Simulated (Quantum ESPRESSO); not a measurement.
# Hf in Quantum ESPRESSO: a series of runs, part 3 of 3

Quantum ESPRESSO 7.5.

## 5. Work function, PBE

The input, pw.in:

```
&CONTROL
  calculation = 'scf'
  prefix = 'pwscf'
  outdir = './tmp'
  pseudo_dir = './pseudo'
  tprnfor = .true.
  disk_io = 'low'
/
&SYSTEM
  ibrav = 0
  celldm(1) = 8
  nat = 7
  ntyp = 1
  ecutwfc = 58
  nbnd = 55
  occupations = 'smearing'
  smearing = 'fd'
  degauss = 0.00734986
/
&ELECTRONS
  conv_thr = 7d-09
  electron_maxstep = 150
  mixing_beta = 0.3
  mixing_mode = 'local-TF'
/
ATOMIC_SPECIES
Hf   178.4900 Hf.upf
CELL_PARAMETERS alat
  0.7551105892172   0.0000000000000   0.0000000000000
 -0.3775552946081   0.6539449529284   0.0000000000000
  0.0000000000000   0.0000000000000   7.1274327810979
ATOMIC_POSITIONS crystal
Hf     0.6666666667    0.3333333334    0.2485633041
Hf     0.3333333333    0.6666666666    0.3323755361
Hf     0.6666666667    0.3333333334    0.4161877680
Hf     0.3333333333    0.6666666666    0.5000000000
Hf     0.6666666667    0.3333333334    0.5838122320
Hf     0.3333333333    0.6666666666    0.6676244639
Hf     0.6666666667    0.3333333334    0.7514366959
K_POINTS automatic
10 10 1 0 0 0
```

The input, pp_density.in:

```
&INPUTPP
  prefix = 'pwscf'
  outdir = './tmp'
  filplot = 'density.dat'
  plot_num = 0
/
&PLOT
  nfile = 1
  filepp(1) = 'density.dat'
  iflag = 3
  output_format = 6
  fileout = 'density.cube'
/
```

The input, pp_potential.in:

```
&INPUTPP
  prefix = 'pwscf'
  outdir = './tmp'
  filplot = 'potential.dat'
  plot_num = 11
/
&PLOT
  nfile = 1
  filepp(1) = 'potential.dat'
  iflag = 3
  output_format = 6
  fileout = 'potential.cube'
/
```

The input, pp_elf.in:

```
&INPUTPP
  prefix = 'pwscf'
  outdir = './tmp'
  filplot = 'elf.dat'
  plot_num = 8
/
&PLOT
  nfile = 1
  filepp(1) = 'elf.dat'
  iflag = 3
  output_format = 6
  fileout = 'elf.cube'
/
```

Potentials or basis: PseudoDojo 0.4.1 SR PBE standard.

The run is started by

```console
$ OMP_NUM_THREADS=1 mpirun -n 2 pw.x -nk 2 -in pw.in > pw.out
$ OMP_NUM_THREADS=1 mpirun -n 1 pp.x -in pp_density.in > pp_density.out
$ OMP_NUM_THREADS=1 mpirun -n 1 pp.x -in pp_potential.in > pp_potential.out
$ OMP_NUM_THREADS=1 mpirun -n 1 pp.x -in pp_elf.in > pp_elf.out
```

pw.out:

```text
This program is part of the open-source Quantum ESPRESSO suite
     for quantum simulation of materials; please cite
[... 6 lines left out ...]
     using ibrav=0 with symmetry is DISCOURAGED, use correct ibrav instead

     K-points division:     npool     =       2
     Subspace diagonalization in iterative solution of the eigenvalue problem:
     a serial algorithm will be used

     G-vector sticks info
     --------------------
     sticks:   dense  smooth     PW     G-vecs:    dense   smooth      PW
     Sum         583     583    163               107755   107755   16931

     Using Slab Decomposition

     bravais-lattice index     =            0
     lattice parameter (alat)  =       8.0000  a.u.
     unit-cell volume          =    1802.0002 (a.u.)^3
     number of atoms/cell      =            7
     number of atomic types    =            1
     number of electrons       =        84.00
[... 364 lines left out ...]
   -24.1191 -24.0578 -24.0564 -24.0145 -24.0139 -23.9146 -23.9015 -23.8435
   -23.7781 -23.7617 -23.7211 -23.7009 -23.6641 -23.6162 -23.5730 -23.5665
   -23.4871 -23.4626 -23.4216 -23.4133   4.7192   4.7640   4.8103   4.8172
     4.9632   4.9649   5.4127   5.4442   5.4977   5.6370   5.6622   5.9224
     5.9470   6.6396   6.6742   6.8634   6.9522   7.0576   7.0867   7.1700
     7.4147   7.4806   8.8293   8.9180   9.2405   9.9310  10.5248

     the Fermi energy is     6.8628 ev

!    total energy              =    -789.65480614 Ry
     estimated scf accuracy    <          2.0E-09 Ry
     smearing contrib. (-TS)   =      -0.02083192 Ry
     internal energy E=F+TS    =    -789.63397422 Ry

     The total energy is F=E-TS. E is the sum of the following terms:
     one-electron contribution =   -4782.54849536 Ry
     hartree contribution      =    2394.96916021 Ry
     xc contribution           =    -199.28342995 Ry
     ewald contribution        =    1797.22879090 Ry

     convergence has been achieved in  20 iterations

     Forces acting on atoms (cartesian axes, Ry/au):

     atom    1 type  1   force =     0.00000000   -0.00000000    0.02144727
     atom    2 type  1   force =     0.00000000    0.00000000   -0.02779676
     atom    3 type  1   force =     0.00000000   -0.00000000    0.00495343
     atom    4 type  1   force =     0.00000000   -0.00000000    0.00000000
     atom    5 type  1   force =     0.00000000    0.00000000   -0.00495343
     atom    6 type  1   force =    -0.00000000   -0.00000000    0.02779676
     atom    7 type  1   force =     0.00000000    0.00000000   -0.02144727

     Total force =     0.050143     Total SCF correction =     0.000154

=------------------------------------------------------------------------------=
   JOB DONE.
=------------------------------------------------------------------------------=
```

pp_density.out:

```text
This program is part of the open-source Quantum ESPRESSO suite
     for quantum simulation of materials; please cite
         "P. Giannozzi et al., J. Phys.:Condens. Matter 21 395502 (2009);
         "P. Giannozzi et al., J. Phys.:Condens. Matter 29 465901 (2017);
         "P. Giannozzi et al., J. Chem. Phys. 152 154105 (2020);
     in publications or presentations arising from this work. More details at

     IMPORTANT: XC functional enforced from input :
     Exchange-correlation= PBE
                           (   1   4   3   4   0   0   0)
     Any further DFT definition will be discarded
     Please, verify this is what you really want

     G-vector sticks info
     --------------------
     sticks:   dense  smooth     PW     G-vecs:    dense   smooth      PW
     Sum         583     583    163               107755   107755   16931

     Using Slab Decomposition

     Calling punch_plot, plot_num =   0
     Writing data to file  density.dat
     Reading data from file  density.dat

     Writing data to be plotted to file density.cube
     Plot Type: 3D                     Output format: Gaussian cube

=------------------------------------------------------------------------------=
   JOB DONE.
=------------------------------------------------------------------------------=
```

pp_potential.out:

```text
This program is part of the open-source Quantum ESPRESSO suite
     for quantum simulation of materials; please cite
         "P. Giannozzi et al., J. Phys.:Condens. Matter 21 395502 (2009);
         "P. Giannozzi et al., J. Phys.:Condens. Matter 29 465901 (2017);
         "P. Giannozzi et al., J. Chem. Phys. 152 154105 (2020);
     in publications or presentations arising from this work. More details at

     IMPORTANT: XC functional enforced from input :
     Exchange-correlation= PBE
                           (   1   4   3   4   0   0   0)
     Any further DFT definition will be discarded
     Please, verify this is what you really want

     G-vector sticks info
     --------------------
     sticks:   dense  smooth     PW     G-vecs:    dense   smooth      PW
     Sum         583     583    163               107755   107755   16931

     Using Slab Decomposition

     Calling punch_plot, plot_num =  11
     Writing data to file  potential.dat
     Reading data from file  potential.dat

     Writing data to be plotted to file potential.cube
     Plot Type: 3D                     Output format: Gaussian cube

=------------------------------------------------------------------------------=
   JOB DONE.
=------------------------------------------------------------------------------=
```

Run time: 3.7 min. Hardware: 2 MPI ranks of Arm Neoverse V1, shared host; peak memory 0.6 GiB.

What came out:

| Quantity | Value |
| --- | --- |
| Free energy | -10743.8010 eV |
| Largest force | 0.715 eV/Å |
| Band gap on the k mesh | none (metal or under the smearing width) |
| Work function of the upper face | 4.36 eV |
| Work function of the lower face | 4.36 eV |

Forces in eV/Å, atoms in the order of the input:
```
Hf   0.000  0.000  0.551
Hf   0.000  0.000 -0.715
Hf   0.000  0.000  0.127
Hf   0.000  0.000  0.000
Hf   0.000  0.000 -0.127
Hf   0.000  0.000  0.715
Hf   0.000  0.000 -0.551
```

Levels at points of the mesh, in eV from the Fermi level:
```tsv
k point	band 39	band 40	band 41	band 42	band 43	band 44	band 45	band 46
(0.00, 0.00, 0.00)	0.31	0.58	0.59	1.05	1.05	1.05	1.08	1.08
(0.00, -0.50, 0.00)	-1.11	-1.03	-0.92	0.25	0.35	0.97	1.09	1.22
```

The run has no spin-orbit coupling, so splittings on Hf are missing.

## 6. The runs side by side

```csv
smearing,gap on the mesh (eV),largest force (eV/Å),work function (eV)
fermi-dirac 0.01 eV,none,0.77,4.36
fermi-dirac 0.025 eV,none,0.77,4.38
fermi-dirac 0.05 eV,none,0.76,4.38
fermi-dirac 0.1 eV,none,0.71,4.36
```

Alike in all rows: task work function; level PBE; potentials or basis PseudoDojo 0.4.1 SR PBE standard; no spin polarisation; cell as given; k mesh 10 × 10 × 1; cutoff (eV) 789.

Every run on the cell as given and a fine mesh finds a metal.

Total energies depend on the potentials used, so only differences within one code and one set of settings carry meaning.
